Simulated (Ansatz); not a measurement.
**MnAl12: properties at the relaxed cell**

The task here is to estimate one member of a computed series from the others.

Method: DFT r2SCAN, scalar-relativistic, plane waves, PAW, in Ansatz 0.2.0.

**Starting point**

The structure is cubic, space group Im-3 (No. 204). Conventional cell: a = 7.422 Å, b = 7.422 Å, c = 7.422 Å, α = 90.00°, β = 90.00°, γ = 90.00°. Around Mn (site symmetry m-3) lie 12 Al at 2.65 Å. Around Al (site symmetry m) lie 1 Mn at 2.65 Å and 10 Al at 2.75 to 2.91 Å.

Coordinates:

```xyz
13
Lattice="-3.7111 3.7111 3.7111 3.7111 -3.7111 3.7111 3.7111 3.7111 -3.7111" Properties=species:S:1:pos:R:3 pbc="T T T"
Mn    0.0000    0.0000    0.0000
Al    2.3312    3.7111   -1.4534
Al    1.3799    0.0000    5.1645
Al    2.3312    3.7111    1.4534
Al    1.3799    0.0000    2.2577
Al    3.7111   -1.4534    2.3312
Al    0.0000    5.1645    1.3799
Al    3.7111    1.4534    2.3312
Al    0.0000    2.2577    1.3799
Al   -1.4534    2.3312    3.7111
Al    5.1645    1.3799    0.0000
Al    1.4534    2.3312    3.7111
Al    2.2577    1.3799    0.0000
```

It goes back to an entry of the Materials Project, which need not be the stable form.

It is the result of an earlier relaxation at this level (volume 15.73 Å³/atom; gap on the mesh: none (metal), site moments up to 0.8 μB).

The first run:

input.yaml reads:

```yaml
crystal:
  lattice:
    - [-3.6735964619, 3.6735964619, 3.6735964619]
    - [3.6735964619, -3.6735964619, 3.6735964619]
    - [3.6735964619, 3.6735964619, -3.6735964619]
  atoms:
    - { symbol: Mn, position: [0.0, 0.0, 0.0], spin: 0.86 }
    - { symbol: Al, position: [0.3041831626, 0.1182677213, 0.8140845588] }
    - { symbol: Al, position: [0.6958168374, 0.8817322787, 0.1859154412] }
    - { symbol: Al, position: [0.6958168374, 0.5099013962, 0.8140845588] }
    - { symbol: Al, position: [0.3041831626, 0.4900986038, 0.1859154412] }
    - { symbol: Al, position: [0.1182677213, 0.8140845588, 0.3041831626] }
    - { symbol: Al, position: [0.8817322787, 0.1859154412, 0.6958168374] }
    - { symbol: Al, position: [0.5099013962, 0.8140845588, 0.6958168374] }
    - { symbol: Al, position: [0.4900986038, 0.1859154412, 0.3041831626] }
    - { symbol: Al, position: [0.8140845588, 0.3041831626, 0.1182677213] }
    - { symbol: Al, position: [0.1859154412, 0.6958168374, 0.8817322787] }
    - { symbol: Al, position: [0.8140845588, 0.6958168374, 0.5099013962] }
    - { symbol: Al, position: [0.1859154412, 0.3041831626, 0.4900986038] }
basis:
  ecutwfc: 500
kpoints:
  mp_grid: { grid: [8, 8, 8] }
hamiltonian:
  xc: r2scan
scf:
  occupations: { method: gaussian, width: 0.1 }
output:
  forces: true
  stress: true
  eigenvalues: true
  populations: true
magnetization:
  spin_polarized: true
relax:
  adjacent_minimum: "off"
  f_tol: 0.01
  max_steps: 30
```

The run is started by

```sh
ansatz run input.yaml --threads 4 --pin off --max-ram 10240MiB --backend cpu --events-out ev --progress --plain --runs-dir out
```

Steps of the session up to this table: Volume × 0.97; The cell scaled to 1.03 of its volume; The cell scaled to 0.94 of its volume; Volume × 1.06; Volume × 0.91; The cell scaled to 1.10 of its volume; Volume × 0.88.

One table of the session follows, with a row left open; its other results are not shown here.

It belongs to the step «Equation of state». 

```
volume (Å³/atom)  energy above the lowest point (meV/atom)  pressure (GPa)  largest moment (μB)
          13.839                                      84.0           16.24                 0.00
          14.311                                      44.1           11.05                 0.00
          14.782                                      18.3            6.64                 0.00
          15.254                                       4.3            3.03                 0.51
          15.726                                       0.0           -0.01                 0.78
          16.198                                       3.9           -2.48                 1.07
          16.670                                         ?               ?                    ?
          17.299                                      35.3           -6.35                 1.85
```

Q: Estimate the row for volume (Å³/atom) = 16.670 from the others.

Worked estimate for «energy above the lowest point (meV/atom)». A straight line through the neighbours (16.198, 3.9) and (17.299, 35.3) gives 3.9 + (35.3 − 3.9) × (16.670 − 16.198) / (17.299 − 16.198) = 17.4; a parabola fitted to 3 rows on both sides gives 13.5.

The run gave: energy above the lowest point (meV/atom): 14.2; pressure (GPa): -4.38; largest moment (μB): 1.43. In «energy above the lowest point (meV/atom)» the line misses by +3.2 and the parabola by -0.7.

To keep in mind: The magnetic state reached may not be the lowest one. Warnings in the runs' records: stress scf threshold loose, seeded moment not kept.
